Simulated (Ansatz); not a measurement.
# C3H9InO2: basis-set convergence

An exercise on one series of results from a longer session: the logs are not shown, and one member is left open.

Method: one geometry, several basis sets; program: Ansatz 0.2.0, Gaussian basis.

Plan: PBE0-D4/def2-SVP; ωB97M-V/def2-SVP; PBE0-D4/def2-QZVPP; ωB97M-V/def2-QZVPP; the functionals' def2-TZVPP values are taken from earlier runs.

**Structure used throughout**

All runs share one geometry, relaxed beforehand with PBE0-D4 in a triple-zeta def2 set. In takes the def2 core potential; no spin-orbit term is included.

SMILES `C[O][In]([CH3])[O]C`, 15 atoms, charge 0, spin multiplicity 1.

Atoms are counted from 1 here; the program's logs count them from 0.

Bond lengths: C1–O2 1.400 Å, C1–H7 1.096 Å, C1–H8 1.099 Å, C1–H9 1.098 Å, O2–In3 1.987 Å, In3–C4 2.122 Å, In3–O5 1.987 Å, C4–H10 1.089 Å, C4–H11 1.089 Å, C4–H12 1.090 Å, O5–C6 1.400 Å, C6–H13 1.098 Å, C6–H14 1.099 Å, C6–H15 1.096 Å. Angles: O2–C1–H7 108.7°, O2–C1–H8 112.6°, O2–C1–H9 113.2°, H7–C1–H8 107.3°, H7–C1–H9 107.3°, H8–C1–H9 107.5°, C1–O2–In3 126.7°, O2–In3–C4 122.2°, O2–In3–O5 115.3°, C4–In3–O5 122.5°, In3–C4–H10 109.4°, In3–C4–H11 109.6°, In3–C4–H12 109.3°, H10–C4–H11 110.0°, H10–C4–H12 108.9°, H11–C4–H12 109.7°, In3–O5–C6 126.6°, O5–C6–H13 113.2° and more.

Geometry (Å):

```xyz
15

C    -2.3039   -0.0902    0.2627
O    -1.2878   -1.0522    0.2361
In    0.6551   -0.7215   -0.0198
C     2.0732   -2.2989   -0.0655
O     1.1713    1.1858   -0.2298
C     0.3140    2.2917   -0.1986
H    -3.2426   -0.5779    0.5509
H    -2.4669    0.3788   -0.7174
H    -2.1182    0.7147    0.9864
H     2.8564   -2.1024    0.6659
H     1.5783   -3.2408    0.1641
H     2.5216   -2.3513   -1.0574
H    -0.5278    2.2064   -0.8988
H    -0.1056    2.4719    0.8008
H     0.8830    3.1858   -0.4797
```

The first run:

Input file in.yaml:

```yaml
crystal:
  periodic: [false, false, false]
  atoms:
    - {symbol: C, position_ang: [-2.303888, -0.090207, 0.262688]}
    - {symbol: O, position_ang: [-1.287762, -1.052204, 0.236145]}
    - {symbol: In, position_ang: [0.655086, -0.721485, -0.019816]}
    - {symbol: C, position_ang: [2.073173, -2.298858, -0.065499]}
    - {symbol: O, position_ang: [1.171315, 1.185829, -0.229841]}
    - {symbol: C, position_ang: [0.313963, 2.291667, -0.198569]}
    - {symbol: H, position_ang: [-3.242638, -0.577940, 0.550911]}
    - {symbol: H, position_ang: [-2.466938, 0.378847, -0.717383]}
    - {symbol: H, position_ang: [-2.118248, 0.714719, 0.986436]}
    - {symbol: H, position_ang: [2.856419, -2.102445, 0.665889]}
    - {symbol: H, position_ang: [1.578271, -3.240814, 0.164128]}
    - {symbol: H, position_ang: [2.521607, -2.351265, -1.057350]}
    - {symbol: H, position_ang: [-0.527783, 2.206435, -0.898846]}
    - {symbol: H, position_ang: [-0.105608, 2.471933, 0.800788]}
    - {symbol: H, position_ang: [0.883022, 3.185787, -0.479680]}
basis:
  gaussian: {orbitals: def2-SVP}
hamiltonian: {xc: pbe0, dispersion: d4}
output: {orbitals: {seedname: orbitals}}
```

Started as:

```console
$ ansatz run in.yaml --threads 2 --pin off --events-out ev --progress --plain --max-ram 32768MiB --backend cpu
```

Among the steps run: PBE0-D4 in def2-SVP; ωB97M-V in def2-SVP; PBE0-D4 in def2-QZVPP; ωB97M-V in def2-QZVPP.

One table of the session follows, with a row left open; its other results are not shown here.

It belongs to the step «Density functionals: the series». 

```
functional       basis  HOMO (eV)
   PBE0-D4    def2-SVP      -6.97
   PBE0-D4  def2-TZVPP      -7.15
   PBE0-D4  def2-QZVPP          ?
   ωB97M-V    def2-SVP      -9.32
   ωB97M-V  def2-TZVPP      -9.50
   ωB97M-V  def2-QZVPP      -9.53
```

Estimate the missing values for PBE0-D4, def2-QZVPP.

The run gave: HOMO (eV): -7.18. In the column «HOMO (eV)» it lies between ωB97M-V, def2-SVP (-9.32) and PBE0-D4, def2-TZVPP (-7.15).
